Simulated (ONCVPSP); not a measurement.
**An ONCV potential for Te, from input to tests**

Do these settings give a usable potential? It is generated, then checked for transferability, scattering, ghosts and hardness.

Method: ONCVPSP 4.0.1, PBE, scalar-relativistic.

### Step 1. Settings

The settings as typed:

| Property | Result |
| --- | --- |
| element | tellurium (Te, Z = 52) |
| type | optimised norm-conserving Vanderbilt (ONCV) |
| frozen core | [Kr] 4d10 |
| valence charge | 6 |
| reference configuration | 5s2 5p2 (charge +2) |
| partial waves | 5s: rc 1.85 bohr, ncon 4, nbas 7, qcut 2.8 1/bohr, 2 projectors, debl 0.5 Ha; 5p: rc 2.05 bohr, ncon 5, nbas 8, qcut 4.4 1/bohr, 2 projectors, debl 1.1 Ha; d scattering state at 0.08 Ha: rc 2.25 bohr, ncon 4, nbas 7, qcut 5 1/bohr, 2 projectors, debl 1.7 Ha |
| local potential | polynomial inside 1.85 bohr (lpopt 5, dvloc0 4 Ha) |
| core correction | polynomial model core, fcfact 0.3 |

The outer shells as boxes (Hund's rule for the drawing; the calculation is spin-unpolarised):

```
[Kr] core
4d [↑↓][↑↓][↑↓][↑↓][↑↓]
5s [↑↓]
5p [↑ ][↑ ][  ]
```

The nodes and maxima of the atom's own shells, from an earlier all-electron run, set the scale for the radii.

All-electron outer shells of the reference configuration (PBE, scalar-relativistic, ld1.x):

| shell | level (eV) | outermost node (bohr) | outermost maximum (bohr) |
| --- | --- | --- | --- |
| 4p | -133.82 | 0.38 | 0.74 |
| 4d | -60.99 | 0.36 | 0.81 |
| 5s | -32.71 | 0.91 | 1.75 |
| 5p | -22.30 | 0.99 | 2.04 |

### Step 2. Generation

Te.dat

```
# ATOM AND REFERENCE CONFIGURATION
# atsym  z   nc   nv     iexc    psfile
  Te 52.00    9    2        4      upf
#
#   n    l    f
    1    0    2.00
    2    0    2.00
    2    1    6.00
    3    0    2.00
    3    1    6.00
    3    2   10.00
    4    0    2.00
    4    1    6.00
    4    2   10.00
    5    0    2.00
    5    1    2.00
#
# PSEUDOPOTENTIAL AND OPTIMIZATION
# lmax
    2
#
#   l,   rc,      ep,       ncon, nbas, qcut
    0    1.85    0.00    4    7    2.80
    1    2.05    0.00    5    8    4.40
    2    2.25    0.08    4    7    5.00
#
# LOCAL POTENTIAL
# lloc, lpopt,  rc(5),   dvloc0
    4    5    1.85    4.00
#
# VANDERBILT-KLEINMAN-BYLANDER PROJECTORs
# l, nproj, debl
    0    2    0.50
    1    2    1.10
    2    2    1.70
#
# MODEL CORE CHARGE
# icmod, fcfact, rcfact
    1    0.30    0.00
#
# LOG DERIVATIVE ANALYSIS
# epsh1, epsh2, depsh
   -3.00    5.00    0.02
#
# OUTPUT GRID
# rlmax, drl
    6.00    0.01
#
# TEST CONFIGURATIONS
# ncnf
    4
# nvcnf
#   n    l    f
    2
    5    0    2.00
    5    1    4.00
#
    2
    5    0    2.00
    5    1    3.00
#
    2
    5    0    2.00
    5    1    1.00
#
    2
    5    0    1.00
    5    1    5.00
#
```

Started as:

```console
oncvpsp.x < Te.dat > Te.out
```

**Question.** What will these runs give? Wanted: cutoffs for 1 and 0.1 mHa per electron, occupied waves; bound ghosts; GHOST(+) flags; largest test error; largest phase difference near zero energy, channels read; rms error of d²Exc/dn², without and with the model core; projector energies reset by the program.

As calculated:

```
                                                quantity                                                               value
  cutoffs for 1 and 0.1 mHa per electron, occupied waves                                                     29 Ha and 36 Ha
                                            bound ghosts                                                          none found
                                          GHOST(+) flags  d at 419 eV, d at 749 eV (1 near or above the test basis's cutoff)
                            largest test error (AE − PS)                                                -25 meV, for 5s2 5p1
largest phase difference near zero energy, channels read                                                           0.008 rad
 rms error of d²Exc/dn², without and with the model core                                                   8.15 and 0.31 mHa
                 projector energies reset by the program                             s: -1.202, 0.250 Ha; d: 0.050, 1.750 Ha
```

What this shows: By total energies transferability is good: the largest error is 25 meV on 26.9 eV, for 5s2 5p1. It counts as of middling hardness, with 29 Ha needed at the looser tolerance. At the looser tolerance the 5s wave is the slowest; 5p needs 8 Ha. It is free of bound ghosts as far as tested. Near zero energy the phases of the channels with partial waves agree within 0.008 rad. The program also flags highly localised states, GHOST(+) (d). These are tests on the free atom; a crystal test is still owed.
